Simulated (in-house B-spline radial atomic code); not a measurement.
**La⁴⁺: excited configurations**

Wanted: excitation energies of La⁴⁺ as differences of total energies (ΔSCF).

Program: in-house B-spline radial atomic code version 1. Level of theory: scalar-relativistic (spin-free one-electron X2C) HSE06, spin-polarised, spherical density, exact exchange averaged over the configuration, Fermi nucleus, basis-set limit. These are calculated values, not measurements, unless marked.

**1. Starting point**

```
element       : lanthanum (Z = 57)
charge        : +4
electrons     : 53
configuration : [Kr] 4d10 5s2 5p5
Hamiltonian   : scalar-relativistic (X2C)
nucleus       : Fermi, rms radius 4.855 fm
```

The outer shells:

[Kr] 4d10 5s2 5p5
```
[Kr] core
4d [↑↓][↑↓][↑↓][↑↓][↑↓]
5s [↑↓]
5p [↑↓][↑↓][↑ ]
```

Where spins are not typed, each open shell is filled with up spins first.

**2. The base configuration**

Settings, as recorded:

```ini
Z = 57
electrons = 53.0
configuration = [Kr] 4d10 5s2 5p5
hamiltonian = x2c
method = hse06
spin_polarised = True
nucleus = fermi
rms_radius = 4.855
mass_number = 139
atomic_mass = 138.906362927
speed_of_light = 137.035999084
exact_exchange = averaged over the configuration
```

Started as:

```
$ python run_scf.py task.json out
```

The settings of every run stand in task.json; they run in order.

**3. Configuration [Kr] 4d10 5s1 5p6**

The settings differ from step 2 so:

```diff
@@ -2,3 +2,3 @@
 electrons = 53.0
-configuration = [Kr] 4d10 5s2 5p5
+configuration = [Kr] 4d10 5s1 5p6
 hamiltonian = x2c
```

**4. Run with [Kr] 4d9 5s2 5p5 6d1**

The settings differ from step 3 so:

```diff
@@ -2,3 +2,3 @@
 electrons = 53.0
-configuration = [Kr] 4d10 5s1 5p6
+configuration = [Kr] 4d9 5s2 5p5 6d1
 hamiltonian = x2c
```

**5. [Kr] 4d9 5s2 5p6**

The settings differ from step 4 so:

```diff
@@ -2,3 +2,3 @@
 electrons = 53.0
-configuration = [Kr] 4d9 5s2 5p5 6d1
+configuration = [Kr] 4d9 5s2 5p6
 hamiltonian = x2c
```

**6. Run with [Kr] 4d9 5s2 5p5 6p1**

The settings differ from step 5 so:

```diff
@@ -2,3 +2,3 @@
 electrons = 53.0
-configuration = [Kr] 4d9 5s2 5p6
+configuration = [Kr] 4d9 5s2 5p5 6p1
 hamiltonian = x2c
```

**7. Run with [Ar] 3d9 4s2 4p6 4d10 5s2 5p5 5f1**

The settings differ from step 6 so:

```diff
@@ -2,3 +2,3 @@
 electrons = 53.0
-configuration = [Kr] 4d9 5s2 5p5 6p1
+configuration = [Ar] 3d9 4s2 4p6 4d10 5s2 5p5 5f1
 hamiltonian = x2c
```

**8. Run with [Kr] 4d10 5s1 5p5 6f1**

The settings differ from step 7 so:

```diff
@@ -2,3 +2,3 @@
 electrons = 53.0
-configuration = [Ar] 3d9 4s2 4p6 4d10 5s2 5p5 5f1
+configuration = [Kr] 4d10 5s1 5p5 6f1
 hamiltonian = x2c
```

How far above the reference does each configuration lie (order and size, in eV)?

The runs gave:

| net move | configuration | 2|M_S|+1 | energy above the reference (eV) | largest <r> (bohr) |
| --- | --- | --- | --- | --- |
| 5s → 5p | [Kr] 4d10 5s1 5p6 | 2 | 18.385 | 1.71 |
| 5s → 6f | [Kr] 4d10 5s1 5p5 6f1 | 4 | 67.075 | 6.22 |
| 4d → 5p | [Kr] 4d9 5s2 5p6 | 2 | 87.710 | 1.67 |
| 4d → 6p | [Kr] 4d9 5s2 5p5 6p1 | 4 | 123.94 | 3.47 |
| 4d → 6d | [Kr] 4d9 5s2 5p5 6d1 | 4 | 131.50 | 4.36 |
| 3d → 5f | [Ar] 3d9 4s2 4p6 4d10 5s2 5p5 5f1 | 4 | 867.05 | 3.41 |

At the bottom stands 5s → 5p (18.385 eV), at the top 3d → 5f (867.05 eV). 3 of them lie more than 60 % above minus the reference's highest level (57.740 eV), in the range where a state can decay by emitting an electron. The reference has 2|M_S|+1 = 2; 4 of the configurations differ from it in spin. These are spherical averages at the typed spins, not spectroscopic levels.
